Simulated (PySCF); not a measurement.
# Si₄H₁₀: electronic excitations and core binding energies

Wanted: the electronic excitations and core binding energies of Si₄H₁₀ (`[SiH3][SiH2][SiH2][SiH3]`), by calculation.

The runs use PySCF 2.14.0, with density-fitted response routines of our own; the level of theory stands in each step. All values are computed, except where a source is named. Atoms count from 0, in the outputs and in this text.

## (1) Starting geometry

14 atoms, charge 0, multiplicity 1; geometry from: GFN2-xTB.

Bonds of the start (Å): Si0–Si1 2.31, Si1–Si2 2.33, Si2–Si3 2.31, Si0–H4 1.46, Si0–H5 1.47, Si0–H6 1.47, Si1–H7 1.47, Si1–H8 1.47, Si2–H9 1.47, Si2–H10 1.47, Si3–H11 1.47, Si3–H12 1.47, Si3–H13 1.46.

## (2) TDDFT and polarisability: PBE0/def2-SVPD

What the job is given:

```
{"job": {"kind": "uv", "xc": "PBE0", "basis": "def2-SVPD", "nstates": 8, "ntriplets": 3}, "charge": 0, "multiplicity": 1}
Si     2.150007     0.994565     0.885695
Si     1.275925    -0.869554    -0.168781
Si    -0.997749    -1.216008     0.182253
Si    -2.356840     0.549488    -0.435983
H      3.575427     1.224877     0.641595
H      1.989188     0.918589     2.340540
H      1.456399     2.212576     0.456125
H      1.513297    -0.759772    -1.619076
H      2.059478    -2.060354     0.200079
H     -1.209761    -1.513379     1.609916
H     -1.455067    -2.449761    -0.478363
H     -1.987035     1.771467     0.283796
H     -2.229649     0.855992    -1.863228
H     -3.784299     0.340801    -0.186166
```

Method: TDDFT PBE0/def2-SVPD, vertical, gas phase, core orbitals frozen in the response.

**Question.** This job is followed by: delta-SCF UKS SCAN, pcX-2 on the ionised atom, pcseg-1 elsewhere, spin-free X2C. What will the session give for the following? lowest singlet (PBE0/def2-SVPD); brightest single state of those computed; lowest triplet; Si1s binding energies, SCAN/pcX-2; Si2p binding energies, SCAN/pcX-2.

The runs gave:

| quantity | value |
| --- | --- |
| lowest singlet (PBE0/def2-SVPD) | 6.61 eV (188 nm), f = 0.123 |
| brightest single state of those computed | state 6, 7.28 eV, f = 0.352 |
| lowest triplet | 5.81 eV |
| Si1s binding energies, SCAN/pcX-2 | Si0 1846.07, Si1 1845.84 eV |
| Si2p binding energies, SCAN/pcX-2 | Si0 106.61, Si1 106.42 eV |

What this shows: The first singlet state (HOMO→LUMO 0.79, HOMO−1→LUMO+1 0.11) lies at 6.61 eV and is bright; of the 8 states computed, the strongest absorption comes from state 6 at 7.28 eV. The lowest triplet lies 0.80 eV below the lowest singlet (triplets in Tamm-Dancoff, singlets in full TDDFT). Si0 (silicon bonded to Si, 3 H) binds its Si1s electron 0.23 eV more tightly than Si1 (silicon bonded to 2 Si, 2 H). Si0 (silicon bonded to Si, 3 H) binds its Si2p electron 0.19 eV more tightly than Si1 (silicon bonded to 2 Si, 2 H).
